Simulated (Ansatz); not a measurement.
# H5NSnTe: the cost of one run

All numbers are computed with Ansatz 0.2.0 through its Python package. The levels of theory stand in the script.

## Step 1: The system

Bond lengths: N1–Sn2 2.012 Å, Sn2–Te3 2.743 Å, N1–H4 1.095 Å, N1–H5 1.044 Å, Sn2–H6 1.758 Å, Sn2–H7 1.773 Å, Te3–H8 1.673 Å. Angles: N1–Sn2–Te3 107.5°, N1–Sn2–H6 110.5°, N1–Sn2–H7 110.3°, Te3–Sn2–H6 110.2°, Te3–Sn2–H7 109.4°, H6–Sn2–H7 108.8°, Sn2–N1–H4 103.9°, Sn2–N1–H5 110.8°, H4–N1–H5 103.2°, Sn2–Te3–H8 90.9°.

The script reads h5nsnte.xyz:

```xyz
8

N    -1.16470    0.32300   -0.87260
Sn    0.47690    0.43140    0.28570
Te    1.35530   -2.13220    0.71220
H    -1.39340    1.36840   -1.10300
H    -0.93250   -0.08150   -1.80620
H     0.10030    1.20690    1.81740
H     1.74610    1.36190   -0.53030
H    -0.09560   -2.53500    1.44110
```

## Step 2: The code

run_basis.py

```python
import ansatz as az

config = {
    "xc": "B3LYP",
}

molecule = az.Crystal.molecule_from_extxyz("h5nsnte.xyz")

job = molecule.calculation().functional(config["xc"])

energies = {}
for basis in ["def2-SVP", "def2-SVPD", "def2-TZVP", "def2-TZVPP"]:
    r = job.basis(gaussian=basis).run(threads=1).report
    size = r["n_frozen"] + r["n_occupied"][0] + r["n_virtual"][0]
    energies[basis] = (r["reference_energy_ev"] / 27.211386246, r["free_energy_ev"] / 27.211386246)
    print(f"{basis:14s} {size:4d} orbitals  reference {energies[basis][0]:14.6f} Ha  total {energies[basis][1]:14.6f} Ha")

last = energies["def2-TZVPP"][1]
for basis, (_, total) in energies.items():
    print(f"{basis:14s} lies {27.211386 * (total - last):9.4f} eV above def2-TZVPP")
```

## Step 3: The input behind the calls

The package turns the script's settings into the engine's input (first run):

```yaml
crystal:
  periodic: [false, false, false]
  atoms:
    - { symbol: "N", position_ang: [-1.1647, 0.323, -0.8726] }
    - { symbol: Sn, position_ang: [0.4769, 0.4314, 0.2857] }
    - { symbol: Te, position_ang: [1.3553, -2.1322, 0.7122] }
    - { symbol: H, position_ang: [-1.3934, 1.3684, -1.103] }
    - { symbol: H, position_ang: [-0.9325, -0.0815, -1.8062] }
    - { symbol: H, position_ang: [0.1003, 1.2069, 1.8174] }
    - { symbol: H, position_ang: [1.7461, 1.3619, -0.5303] }
    - { symbol: H, position_ang: [-0.0956, -2.535, 1.4411] }
basis:
  gaussian:
    orbitals: def2-SVP
hamiltonian:
  xc: b3lyp
```

## Step 4: Running it

Command:

```console
> python run_basis.py
```

**Question.** How long does this script take on 1 thread of Intel Xeon 6975P-C (Granite Rapids), shared host, and how much memory does it need?

About 11 s, with a peak of 0.42 GiB.
